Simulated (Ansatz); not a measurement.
# C3H6BN: the cost of one run

Program: Ansatz 0.2.0. Level of theory: RKS B3LYP-D4/6-31G. These are calculated values, not measurements.

### Step 1. Starting point

Bond lengths: B1–C2 1.527 Å, C2–N3 1.442 Å, N3–C4 1.278 Å, C4–C5 1.313 Å, B1–H6 1.213 Å, B1–H7 1.220 Å, C2–H8 1.084 Å, C2–H9 1.154 Å, C5–H10 1.058 Å, C5–H11 1.054 Å. Angles: B1–C2–N3 110.3°, B1–C2–H8 111.5°, B1–C2–H9 107.4°, N3–C2–H8 108.4°, N3–C2–H9 109.4°, H8–C2–H9 109.7°, C2–B1–H6 123.1°, C2–B1–H7 122.4°, H6–B1–H7 114.5°, C2–N3–C4 127.5°, N3–C4–C5 171.8°, C4–C5–H10 121.1°, C4–C5–H11 115.3°, H10–C5–H11 123.6°.

As a file:

```xyz
11

B    -1.3844    0.6500    0.9438
C    -0.2494   -0.3234    1.2543
N     0.9457    0.0571    0.5420
C     1.1877   -0.0871   -0.7049
C     1.2524   -0.2614   -2.0047
H    -2.4898    0.5579    1.4357
H    -1.2435    1.5978    0.1880
H    -0.5068   -1.3377    0.9727
H    -0.0521   -0.2729    2.3900
H     0.3894   -0.1815   -2.6110
H     2.2163   -0.4559   -2.3853
```

### Step 2. End point A

Input file input.yaml:

```yaml
crystal:
  periodic: [false, false, false]
  atoms:
    - { symbol: B, position_ang: [-1.3844, 0.65, 0.9438] }
    - { symbol: C, position_ang: [-0.2494, -0.3234, 1.2543] }
    - { symbol: "N", position_ang: [0.9457, 0.0571, 0.542] }
    - { symbol: C, position_ang: [1.1877, -0.0871, -0.7049] }
    - { symbol: C, position_ang: [1.2524, -0.2614, -2.0047] }
    - { symbol: H, position_ang: [-2.4898, 0.5579, 1.4357] }
    - { symbol: H, position_ang: [-1.2435, 1.5978, 0.188] }
    - { symbol: H, position_ang: [-0.5068, -1.3377, 0.9727] }
    - { symbol: H, position_ang: [-0.0521, -0.2729, 2.39] }
    - { symbol: H, position_ang: [0.3894, -0.1815, -2.611] }
    - { symbol: H, position_ang: [2.2163, -0.4559, -2.3853] }
basis:
  gaussian: { orbitals: "6-31G" }
hamiltonian:
  xc: b3lyp
  dispersion: d4
relax:
  f_tol: 0.02
  max_steps: 50
```

On the command line:

```bash
ansatz run input.yaml --threads 1 --pin off --max-ram 2048MiB --backend cpu --events-out ev --progress --plain --runs-dir out
```

Q: Estimate wall time and peak memory on 1 thread of an x86-64 CPU, shared host.

About 84 s, with a peak of 0.15 GiB.
